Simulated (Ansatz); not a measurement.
# Mo: the cost of one run

Method: DFT PBEsol, scalar-relativistic, plane waves, PAW, in Ansatz 0.2.0.

1 further run of the same task is left out (set aside as unsound or not needed).

### 1 The structure to begin with

The structure is cubic, space group Im-3m (No. 229). The conventional cell has a = 3.129 Å, b = 3.129 Å, c = 3.129 Å, α = 90.00°, β = 90.00°, γ = 90.00°. Mo (site symmetry m-3m) has 8 Mo at 2.71 Å as nearest neighbours.

Structure file:

```cif
data_structure
_symmetry_space_group_name_H-M 'P 1'
_symmetry_Int_Tables_number 1
_cell_length_a 2.7100
_cell_length_b 2.7100
_cell_length_c 2.7100
_cell_angle_alpha 109.471
_cell_angle_beta 109.471
_cell_angle_gamma 109.471
_cell_volume 15.32
loop_
_atom_site_label
_atom_site_type_symbol
_atom_site_fract_x
_atom_site_fract_y
_atom_site_fract_z
_atom_site_occupancy
Mo1 Mo 0.00000 0.00000 0.00000 1
```

It is the result of an earlier relaxation at this level (volume 15.32 Å³/atom; gap on the mesh: none (metal)).

### 2 The bulk in the cell of the plane

File input.yaml:

```yaml
crystal:
  lattice:
    - [4.4254817181, 0.0, 0.0]
    - [-2.212740859, 3.8325795918, 0.0]
    - [2.212740859, 1.2775265306, 0.9033476729]
  atoms:
    - { symbol: Mo, position: [0.0, 0.0, 0.0] }
basis:
  ecutwfc: 420
kpoints:
  mp_grid: { grid: [9, 9, 37] }
hamiltonian:
  xc: pbesol
scf:
  occupations: { method: gaussian, width: 0.1 }
output:
  forces: true
  stress: true
  eigenvalues: true
```

On the command line:

```bash
ansatz run input.yaml --threads 2 --pin off --max-ram 5120MiB --backend cpu --events-out ev --progress --plain --runs-dir out
```

**Question.** How long does this run take on 2 threads of Arm Neoverse V2, shared host, and how much memory does it need?

About 3.9 s, with a peak of 0.41 GiB.
